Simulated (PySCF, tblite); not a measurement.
# CH₄F₂Si, a small molecule taken as a stand-in for a surface group (C site with back bonds [SiH3], F, F): NMR shifts, core binding energies and electronic excitations

Aim: the NMR shifts, core binding energies and electronic excitations of `FC(F)[SiH3]`.

Computed with tblite 0.8.0 and PySCF 2.14.0; each step states its level. No surroundings beyond the atoms listed, unless a continuum is named. Atoms count from 0, parts from 1.

### 1 The system as given

8 atoms, charge 0, multiplicity 1; geometry: distance geometry start.

### 2 Geometry optimisation with GFN2-xTB

Job settings and geometry (Å):

```
{"job": {"kind": "relax", "xc": "GFN2-xTB", "basis": "xTB"}, "charge": 0, "multiplicity": 1}
C     -0.468273    -1.360508    -0.418302
Si    -1.528751    -0.108299    -1.259562
F     -1.205797    -2.251110     0.146599
F      0.308048    -1.937718    -1.298278
H      0.151321    -0.888321     0.298825
H     -2.159317     0.705388    -0.258835
H     -2.493012    -0.778949    -2.043543
H     -0.733375     0.703880    -2.086587
```

Method: GFN2-xTB geometry optimisation, gas phase.

On the command line:

```bash
OMP_NUM_THREADS=1 python cluster_run.py task.json out
```

The driver reads the jobs from task.json and runs them one after another.

Standard output:

```text
step      E/eV     max force
  0    -417.69380    3.405
  1    -417.96717    1.448
  2    -418.06138    0.616
  3    -418.10221    0.456
  4    -418.11557    0.323
  5    -418.12155    0.188
  6    -418.12366    0.120
  7    -418.12454    0.090
  8    -418.12505    0.071
  9    -418.12558    0.101
 10    -418.12612    0.090
 11    -418.12659    0.070
 12    -418.12686    0.051
 13    -418.12696    0.024
 14    -418.12700    0.022
 15    -418.12705    0.029
 16    -418.12712    0.040
 17    -418.12719    0.034
 18    -418.12723    0.018
 19    -418.12726    0.016
 20    -418.12728    0.018
 21    -418.12732    0.032
 22    -418.12740    0.043
 23    -418.12752    0.042
 24    -418.12765    0.042
 25    -418.12779    0.040
 26    -418.12794    0.041
 27    -418.12808    0.047
 28    -418.12818    0.029
 29    -418.12823    0.020
 30    -418.12827    0.021
 31    -418.12834    0.041
 32    -418.12850    0.071
 33    -418.12880    0.097
 34    -418.12920    0.091
 35    -418.12950    0.047
 36    -418.12961    0.021
 37    -418.12964    0.018
 38    -418.12967    0.018
 39    -418.12971    0.020
 40    -418.12976    0.015
 41    -418.12980    0.020
 42    -418.12981    0.008
```

Wall time 0.72 s (1 thread of Arm Neoverse N1, shared host).

Relaxation path: (not every step is listed)

| step | energy from step 0 (eV) | largest force (eV/Å) |
| --- | --- | --- |
| 0 | 0.0000 | 3.4055 |
| 1 | -0.2734 | 1.4477 |
| 2 | -0.3676 | 0.6161 |
| 3 | -0.4084 | 0.4555 |
| 4 | -0.4218 | 0.3228 |
| 5 | -0.4278 | 0.1881 |
| 6 | -0.4299 | 0.1203 |
| 7 | -0.4307 | 0.0893 |
| 8 | -0.4312 | 0.0711 |
| 10 | -0.4323 | 0.0906 |
| 12 | -0.4331 | 0.0506 |
| 14 | -0.4332 | 0.0220 |
| 16 | -0.4333 | 0.0401 |
| 18 | -0.4334 | 0.0171 |
| 20 | -0.4335 | 0.0172 |
| 22 | -0.4336 | 0.0427 |
| 24 | -0.4339 | 0.0416 |
| 26 | -0.4341 | 0.0405 |
| 28 | -0.4344 | 0.0289 |
| 30 | -0.4345 | 0.0211 |
| 32 | -0.4347 | 0.0710 |
| 34 | -0.4354 | 0.0915 |
| 36 | -0.4358 | 0.0208 |
| 37 | -0.4358 | 0.0186 |
| 38 | -0.4359 | 0.0177 |
| 39 | -0.4359 | 0.0197 |
| 40 | -0.4360 | 0.0150 |
| 41 | -0.4360 | 0.0210 |
| 42 | -0.4360 | 0.0079 |

Close pairs (by a distance rule), those that changed most:

```csv
bond,before (Å),after (Å),change (Å)
C0–Si1,1.844,1.938,+0.094
C0–F2,1.287,1.363,+0.076
C0–F3,1.308,1.363,+0.056
Si1–H7,1.406,1.460,+0.054
Si1–H6,1.412,1.458,+0.046
C0–H4,1.059,1.099,+0.041
Si1–H5,1.436,1.460,+0.025
```

### 3 Optimising the geometry at PBE0-D3(BJ)/def2-SVP

Job settings and geometry (Å):

```
{"job": {"xc": "PBE0", "basis": "def2-SVP", "d3": "d3bj", "grid": 2, "kind": "geom", "shake": 0.01}, "charge": 0, "multiplicity": 1}
C      0.590883    -0.619629     0.454149
Si    -0.574942     0.692538    -0.440069
F     -0.199703    -1.482110     1.156784
F      1.286279    -1.333925    -0.471346
H      1.316967    -0.190521     1.131501
H     -1.276516     1.401995     0.630942
H     -1.451275    -0.067496    -1.302886
H      0.354384     1.570595    -1.186975
```

Standard output:

```text
step   0  E = -529.02815980  max force = 0.028544
step   1  E = -529.03076887  max force = 0.005976
step   2  E = -529.03093022  max force = 0.001115
step   3  E = -529.03094875  max force = 0.000552
step   4  E = -529.03095963  max force = 0.000573
step   5  E = -529.03096555  max force = 0.000449
optimisation converged
```

It took 29 s on 1 thread of Arm Neoverse N1, shared host; peak memory 0.42 GiB.

Relaxation path:

```
step  energy from step 0 (eV)  largest force component (eV/Å)
   0                   0.0000                          1.4678
   1                  -0.0710                          0.3073
   2                  -0.0754                          0.0573
   3                  -0.0759                          0.0284
   4                  -0.0762                          0.0295
   5                  -0.0763                          0.0231
```

Close pairs (by a distance rule), those that changed most:

| bond | before (Å) | after (Å) | change (Å) |
| --- | --- | --- | --- |
| C0–Si1 | 1.970 | 1.923 | -0.047 |
| Si1–H6 | 1.446 | 1.489 | +0.043 |
| Si1–H5 | 1.464 | 1.491 | +0.027 |
| C0–H4 | 1.082 | 1.106 | +0.025 |
| Si1–H7 | 1.481 | 1.492 | +0.011 |
| C0–F2 | 1.365 | 1.359 | -0.006 |
| C0–F3 | 1.360 | 1.360 | -0.001 |

The final coordinates are the input of the step that follows.

```
                         at the end point                value
rotational constants (GHz, main isotopes)  8.889, 4.234, 3.147
                        dipole moment (D)                 1.74
```

### 4 NMR shieldings: PBE0/pcSseg-2

Job settings and geometry (Å):

```
{"job": {"kind": "nmr", "xc": "PBE0", "basis": "pcSseg-2"}, "charge": 0, "multiplicity": 1}
C      0.547859    -0.638846     0.515270
Si    -0.487524     0.669919    -0.439751
F     -0.276489    -1.421816     1.260141
F      1.197158    -1.435295    -0.375130
H      1.307275    -0.210056     1.196069
H     -1.243285     1.496715     0.544390
H     -1.418350    -0.051806    -1.350536
H      0.449945     1.529198    -1.219397
```

Method: GIAO PBE0/pcSseg-2 NMR shielding, non-relativistic, gas phase.

Standard output:

```text
coarse grid: 7368 points
cycle   1  E = -529.3608863769  dE =  2.202e-01  |g| = 6.331e-01  |ddm| = 1.870e+00
cycle   2  E = -529.2866212390  dE =  7.427e-02  |g| = 9.571e-01  |ddm| = 6.214e-01
cycle   3  E = -529.4221727274  dE = -1.356e-01  |g| = 3.600e-02  |ddm| = 3.776e-01
cycle   4  E = -529.4223439444  dE = -1.712e-04  |g| = 7.490e-03  |ddm| = 1.788e-02
cycle   5  E = -529.4223507514  dE = -6.807e-06  |g| = 1.331e-03  |ddm| = 4.644e-03
final grid: 67832 points
cycle   6  E = -529.4244529095  dE = -5.408e-05  |g| = 5.502e-03  |ddm| = 2.071e-02
cycle   7  E = -529.4244493489  dE =  3.561e-06  |g| = 7.178e-03  |ddm| = 6.580e-03
cycle   8  E = -529.4244592916  dE = -9.943e-06  |g| = 7.580e-04  |ddm| = 3.410e-03
cycle   9  E = -529.4244593608  dE = -6.916e-08  |g| = 3.149e-04  |ddm| = 5.481e-04
cycle  10  E = -529.4244593759  dE = -1.519e-08  |g| = 3.354e-05  |ddm| = 1.713e-04
cycle  11  E = -529.4244593761  dE = -1.472e-10  |g| = 4.423e-06  |ddm| = 2.160e-05
converged SCF energy = -529.4244593761

GIAO shielding tensors (ppm)
atom      isotropic    diamagn.    paramagn.     s11        s22        s33       span
  0 C       58.189     238.770    -180.580     36.417     61.405     76.747     40.330
  1 Si     413.912     878.113    -464.201    394.658    403.318    443.759     49.100
  2 F      320.243     466.688    -146.445    187.858    313.000    459.871    272.013
  3 F      320.084     466.768    -146.684    188.589    313.211    458.452    269.863
  4 H       25.027      28.316      -3.289     22.960     25.121     27.000      4.040
  5 H       27.312      28.493      -1.180     24.637     25.498     31.802      7.165
  6 H       27.265      28.440      -1.176     24.740     25.754     31.300      6.560
  7 H       27.315      28.504      -1.189     24.660     25.498     31.786      7.126
```

Run time: 28 s. Hardware: 1 thread of Arm Neoverse N1, shared host; peak memory 0.78 GiB.

The references, computed at this level on geometries of the same kind, shield at (ppm): 1H TMS 31.25, 13C TMS 184.1, 29Si TMS 341.3, 19F CFCl3 175.8. Their shielding less the atom's gives the shift. The references are single molecules in the gas phase, so shifts against H2O, NH3, PH3, H3PO4 or CFCl3 are not on the usual liquid scales and can be off by tens of ppm. Atoms listed in one row are averaged.

```
 atoms                             environment  σ (ppm)  δ (ppm)
    C0             carbon bonded to 2 F, Si, H     58.2    125.9
    H4  hydrogen on a carbon bonded to 2 F, Si    25.03     6.22
    H6       hydrogen on a silicon bonded to C    27.26     3.98
H5, H7       hydrogen on a silicon bonded to C    27.31     3.93
   Si1                silicon bonded to C, 3 H    413.9    -72.6
    F3                    fluorine bonded to C    320.1   -144.3
    F2                    fluorine bonded to C    320.2   -144.4
```

Charges from the same density, by scheme (e):

```
atoms  Mulliken    IAO  Hirshfeld  ESP fit
   C0      0.30   0.19       0.05     0.22
  Si1      0.56   0.59       0.31     0.18
   F2     -0.26  -0.31      -0.11    -0.20
   F3     -0.26  -0.31      -0.11    -0.20
```

Mayer bond orders: C0–Si1 0.89, C0–F2 0.96, C0–F3 0.95.

### 5 Core holes by ΔSCF: SCAN, X2C

The job, as its differences from that of step 4:

```diff
@@ -1,2 +1,2 @@
-{"job": {"kind": "nmr", "xc": "PBE0", "basis": "pcSseg-2"}, "charge": 0, "multiplicity": 1}
+{"job": {"kind": "xps", "holes": 5}, "charge": 0, "multiplicity": 1}
 C      0.547859    -0.638846     0.515270
```

Level: delta-SCF UKS SCAN, pcX-2 on the ionised atom, pcseg-1 elsewhere, spin-free X2C.

Standard output:

```text
ground state, core basis on atom 0 (C), 111 functions
  cycle   1  E = -530.26073850  |g| = 5.37e-01
  cycle   2  E = -530.16597396  |g| = 9.39e-01
  cycle   3  E = -530.30538706  |g| = 5.12e-02
  cycle   4  E = -530.30583733  |g| = 1.82e-02
  cycle   5  E = -530.30591009  |g| = 5.72e-03
  cycle   6  E = -530.30591832  |g| = 8.07e-04
  cycle   7  E = -530.30591736  |g| = 3.37e-04
  E(ground) = -530.32973271 Eh
hole in C 1s of atom 0
  cycle   1  E = -518.90702499  |g| = 1.50e+00
  cycle   2  E = -515.66392951  |g| = 2.87e+00
  cycle   3  E = -519.33581284  |g| = 4.89e-01
  cycle   4  E = -519.39748446  |g| = 4.28e-01
  cycle   5  E = -519.45216152  |g| = 1.09e-01
  cycle   6  E = -519.45637803  |g| = 1.04e-02
  cycle   7  E = -519.45643189  |g| = 7.62e-03
  cycle   8  E = -519.45645089  |g| = 5.08e-03
  cycle   9  E = -519.45646227  |g| = 1.59e-03
  cycle  10  E = -519.45646526  |g| = 4.46e-04
  E(ion) = -519.48268502 Eh   <S^2> = 0.7722   hole on atom = 1.000   binding energy = 295.163 eV
ground state, core basis on atom 1 (Si), 122 functions
  cycle   1  E = -530.39054762  |g| = 2.86e-01
  cycle   2  E = -530.39064548  |g| = 3.22e-02
  cycle   3  E = -530.39064177  |g| = 2.39e-02
  cycle   4  E = -530.39069201  |g| = 1.01e-02
  cycle   5  E = -530.39070814  |g| = 9.50e-04
  cycle   6  E = -530.39070899  |g| = 1.51e-04
  E(ground) = -530.37335716 Eh
hole in Si 2p of atom 1
  cycle   1  E = -526.10943202  |g| = 1.23e+00
  cycle   2  E = -526.07197931  |g| = 1.02e+00
  cycle   3  E = -526.39122112  |g| = 2.81e-01
  cycle   4  E = -526.41864878  |g| = 1.18e-01
  cycle   5  E = -526.42234905  |g| = 3.48e-02
  cycle   6  E = -526.42290510  |g| = 1.08e-02
  cycle   7  E = -526.42295811  |g| = 2.82e-03
  cycle   8  E = -526.42296380  |g| = 5.43e-04
  cycle   9  E = -526.42296454  |g| = 3.42e-04
  E(ion) = -526.41851809 Eh   <S^2> = 0.7529   hole on atom = 1.002   binding energy = 107.617 eV
  2p3/2 = 107.402 eV   2p1/2 = 108.025 eV
ground state, core basis on atom 2 (F), 111 functions
  cycle   1  E = -530.34327052  |g| = 1.16e-01
  cycle   2  E = -530.34316647  |g| = 4.41e-02
  cycle   3  E = -530.34301133  |g| = 5.73e-02
  cycle   4  E = -530.34345693  |g| = 5.53e-03
  cycle   5  E = -530.34346395  |g| = 8.93e-04
  cycle   6  E = -530.34346581  |g| = 2.05e-04
  E(ground) = -530.36924718 Eh
hole in F 1s of atom 2
  cycle   1  E = -503.97335233  |g| = 2.58e+00
  cycle   2  E = -503.72721011  |g| = 2.24e+00
  cycle   3  E = -504.74797151  |g| = 5.62e-01
  cycle   4  E = -504.77723478  |g| = 4.96e-01
  cycle   5  E = -504.86002301  |g| = 5.10e-02
  cycle   6  E = -504.86087788  |g| = 2.23e-02
  cycle   7  E = -504.86113812  |g| = 4.37e-03
  cycle   8  E = -504.86114581  |g| = 1.21e-03
  cycle   9  E = -504.86114748  |g| = 1.89e-04
  E(ion) = -504.89455166 Eh   <S^2> = 0.7570   hole on atom = 1.000   binding energy = 693.202 eV
ground state, core basis on atom 3 (F), 111 functions
  cycle   1  E = -530.34239804  |g| = 1.32e-01
  cycle   2  E = -530.34062699  |g| = 1.27e-01
  cycle   3  E = -530.34254781  |g| = 6.17e-02
  cycle   4  E = -530.34313514  |g| = 6.87e-03
  cycle   5  E = -530.34314230  |g| = 1.11e-03
  cycle   6  E = -530.34314192  |g| = 1.39e-04
  E(ground) = -530.36933457 Eh
hole in F 1s of atom 3
  cycle   1  E = -503.97488465  |g| = 2.58e+00
  cycle   2  E = -503.73261574  |g| = 2.24e+00
  cycle   3  E = -504.75055053  |g| = 5.60e-01
  cycle   4  E = -504.77959503  |g| = 4.91e-01
  cycle   5  E = -504.86079530  |g| = 4.97e-02
  cycle   6  E = -504.86160347  |g| = 2.14e-02
  cycle   7  E = -504.86184594  |g| = 4.44e-03
  cycle   8  E = -504.86185335  |g| = 1.21e-03
  cycle   9  E = -504.86185434  |g| = 2.07e-04
  E(ion) = -504.89455520 Eh   <S^2> = 0.7571   hole on atom = 1.000   binding energy = 693.204 eV
```

Run time: 33 s. Hardware: 1 thread of Arm Neoverse N1, shared host; peak memory 0.44 GiB.

Binding energies by hole, beside the orbital energy of the ground state; the difference holds orbital relaxation and, for a density functional, its self-interaction error:

```
       hole  stands for                  environment  ΔSCF (eV; 2p as the shell's mean)  −ε (eV)   ⟨S²⟩
  C1s on C0          C0  carbon bonded to 2 F, Si, H                             295.16    277.8  0.772
Si2p on Si1         Si1     silicon bonded to C, 3 H                             107.61     96.6  0.753
  F1s on F2          F2         fluorine bonded to C                             693.20    667.2  0.757
  F1s on F3          F3         fluorine bonded to C                             693.20    667.1  0.757
```

With the spin-orbit splitting: Si1 2p3/2 107.40, 2p1/2 108.02 eV. The table gives each 2p level as the mean over the whole 2p shell (two parts 2p3/2, one part 2p1/2), which differs a little from the single hole in the log.

### 6 Ultraviolet spectrum: CAM-B3LYP/def2-SVPD

The job, as its differences from that of step 5:

```diff
@@ -1,2 +1,2 @@
-{"job": {"kind": "xps", "holes": 5}, "charge": 0, "multiplicity": 1}
+{"job": {"kind": "uv", "xc": "CAM-B3LYP", "basis": "def2-SVPD", "nstates": 6, "ntriplets": 2, "ip": true}, "charge": 0, "multiplicity": 1}
 C      0.547859    -0.638846     0.515270
```

Level: TDDFT CAM-B3LYP/def2-SVPD, vertical, gas phase, core orbitals frozen in the response.

Standard output:

```text
coarse grid: 7368 points
cycle   1  E = -529.2077953994  dE =  2.053e-01  |g| = 6.337e-01  |ddm| = 2.822e+00
cycle   2  E = -529.1779038160  dE =  2.989e-02  |g| = 8.107e-01  |ddm| = 9.800e-01
cycle   3  E = -529.2829953347  dE = -1.051e-01  |g| = 3.905e-02  |ddm| = 5.138e-01
cycle   4  E = -529.2832732480  dE = -2.779e-04  |g| = 1.485e-02  |ddm| = 6.534e-02
cycle   5  E = -529.2833219333  dE = -4.869e-05  |g| = 3.958e-03  |ddm| = 2.421e-02
cycle   6  E = -529.2833261041  dE = -4.171e-06  |g| = 3.467e-04  |ddm| = 6.386e-03
final grid: 67832 points
cycle   7  E = -529.3504601917  dE = -1.049e-05  |g| = 3.200e-03  |ddm| = 1.999e-02
cycle   8  E = -529.3504594076  dE =  7.840e-07  |g| = 4.029e-03  |ddm| = 4.540e-03
cycle   9  E = -529.3504619316  dE = -2.524e-06  |g| = 9.796e-05  |ddm| = 2.287e-03
cycle  10  E = -529.3504619346  dE = -3.062e-09  |g| = 6.325e-05  |ddm| = 2.047e-04
cycle  11  E = -529.3504619355  dE = -8.902e-10  |g| = 2.012e-05  |ddm| = 7.299e-05
converged SCF energy = -529.3504619355

Static polarisability (au): isotropic 43.510, principal 41.420 42.531 46.580

Singlet excitations
state   eV       nm        f      main configurations
  1   8.0138    154.7   0.04931   H->L 0.84
  2   8.3187    149.0   0.00283   H->L+3 0.73, H->L+2 0.12
  3   8.3903    147.8   0.00155   H->L+2 0.67, H->L+3 0.13, H->L 0.10
  4   9.0347    137.2   0.19661   H->L+1 0.86
  5   9.0969    136.3   0.01582   H-1->L 0.58, H-1->L+2 0.13, H-1->L+1 0.12
  6   9.1114    136.1   0.00835   H-2->L 0.57, H-2->L+1 0.20

Triplet excitations (Tamm-Dancoff, eV): 7.4914 7.7123
Vertical ionisation energy (delta-SCF) = 11.4006 eV
```

Wall time 26 s (1 thread of Arm Neoverse N1, shared host); peak memory 0.56 GiB.

The orbitals next to the gap, with their largest atomic shares:

```csv
orbital,eV,atoms
HOMO−3,-13.17,"F3 32 %, F2 32 %, C0 17 %"
HOMO−2,-11.66,"Si1 42 %, H6 31 %, H5 15 %"
HOMO−1,-11.65,"Si1 41 %, H7 29 %, H5 19 %"
HOMO,-10.28,"C0 28 %, F2 19 %, Si1 19 %"
LUMO,1.02,"Si1 38 %, C0 18 %, H7 9 %"
LUMO+1,1.28,"Si1 54 %, H6 14 %, H5 12 %"
LUMO+2,1.66,"Si1 45 %, H5 10 %, H7 10 %"
```

With each of the 6 states as a Gaussian band of 0.4 eV half-width at 1/e, the curve within the window shown has maxima at 155 nm (ε 2,100), 137 nm (ε 8,900) L/(mol cm). Beyond the last state computed it falls off for lack of states. The curve at chosen wavelengths:

nm, ε (L/mol/cm) and a bar:
```
      132       3817 ############
      133       5123 #################
      135       7607 ##########################
      136       8461 #############################
      138       8841 ##############################
      139       8350 ############################
      140       7511 #########################
      142       5332 ##################
      143       4261 ##############
      145       2607 ########
      146       2092 ######
      147       1778 #####
      149       1621 #####
      150       1695 #####
      152       1937 ######
      153       2039 ######
      154       2097 ######
      156       2040 ######
      157       1926 ######
      159       1574 #####
      160       1364 ####
      161       1151 ###
      163        759 ##
      164        594 #
      166        340 
      167        249
```

Further results of this job:

```
           property  computed
  dipole moment (D)      2.02
polarisability (Å³)      6.45
 HOMO–LUMO gap (eV)     11.31
      −ε(HOMO) (eV)     10.28
```

### 7 Results

| quantity | value |
| --- | --- |
| rotational constants (main isotopes) | 8.89, 4.23, 3.15 GHz |
| 13C shifts against TMS (PBE0/pcSseg-2) | 125.9 ppm |
| 1H shifts against TMS (PBE0/pcSseg-2, means over atoms taken as alike) | 6.22, 3.98, 3.93 ppm |
| 29Si shifts against TMS (PBE0/pcSseg-2) | -72.6 ppm |
| 19F shifts against CFCl3 (PBE0/pcSseg-2) | -144.3, -144.4 ppm |
| F1s binding energies, SCAN/pcX-2 | F3 693.20, F2 693.20 eV |
| C1s binding energies, SCAN/pcX-2 | C0 295.16 eV |
| Si2p binding energies, SCAN/pcX-2 | Si1 107.61 eV |
| lowest singlet (CAM-B3LYP/def2-SVPD) | 8.01 eV (155 nm), f = 0.049 |
| brightest single state of those computed | state 4, 9.03 eV, f = 0.197 |
| lowest triplet | 7.49 eV |
| vertical ionisation energy (ΔSCF) | 11.40 eV |

**Reading.** Over 5 steps the energy fell by 0.076 eV; of the close pairs, C0–Si1 changed most, 1.970 to 1.923 Å (PBE0/def2-SVP). The F1s levels computed lie within 0.00 eV of one another, too close to rank. The lowest singlet, at 8.01 eV, is HOMO→LUMO 0.84 and is weak; of the 6 states computed, the strongest absorption comes from state 4 at 9.03 eV. The lowest triplet lies 0.52 eV below the lowest singlet (triplets in Tamm-Dancoff, singlets in full TDDFT). ΔSCF puts the ionisation energy at 11.40 eV, 1.12 eV above −ε(HOMO).
